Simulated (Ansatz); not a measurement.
# CH3FSSi, SMILES CS[Si]F: a rigid scan of one bond angle

Computed with Ansatz 0.2.0 through its Python package.

Notebook, run cell by cell (the value of a cell's last expression is shown):

```python
import ansatz as az
from ase import Atoms
```

```python
atoms = Atoms(["C", "S", "Si", "F", "H", "H", "H"], positions=[
    [-0.4621, 0.695, -0.0519],
    [0.9664, 0.4695, 0.936],
    [1.4799, -1.5552, 0.4657],
    [0.5117, -2.1087, -0.5735],
    [-1.3013, 0.0357, 0.2049],
    [-0.8733, 1.7746, 0.0967],
    [-0.2601, 0.6211, -1.1236],
])
```

```python
# start the scan from a relaxed geometry
first = az.Crystal.molecule_from_ase(atoms).calculation()
first = first.basis(gaussian="def2-SVP")
first = first.functional("pbe0")
first = first.relax(force_tolerance=0.02, max_steps=80)
atoms.positions = first.run(threads=1).report["positions_ang"]
```

```python
rows = []
for angle in [85, 95, 105, 115, 125, 140, 160]:
    bent = atoms.copy()
    bent.set_angle(0, 1, 2, angle, indices=[2, 3])
    job = az.Crystal.molecule_from_ase(bent).calculation()
    job = job.basis(gaussian="def2-SVP")
    job = job.correlation("mp2")
    rows.append((angle, job.run(threads=1).report["free_energy_ev"]))
floor = min(e for _, e in rows)
for angle, e in rows:
    print(f"angle C0-S1-Si2 = {angle:3d} deg   {1000 * (e - floor):9.1f} meV")
```

    angle C0-S1-Si2 =  85 deg       712.7 meV
    angle C0-S1-Si2 =  95 deg       109.1 meV
    angle C0-S1-Si2 = 105 deg         0.0 meV
    angle C0-S1-Si2 = 115 deg        78.3 meV
    angle C0-S1-Si2 = 125 deg       249.6 meV
    angle C0-S1-Si2 = 140 deg       595.9 meV
    angle C0-S1-Si2 = 160 deg      1095.3 meV

What to keep in mind:
- The scan is rigid, and the energies are electronic, in a modest basis. The zero is the lowest point of the grid, which needn't be the minimum.
- The start is relaxed with a density functional and scanned with the wavefunction method, so it isn't exactly that method's minimum.
- Hardware and time: 17 s on 1 thread of Intel(R) Xeon(R) 6975P-C (Granite Rapids), on a shared host, peak memory 0.23 GiB.
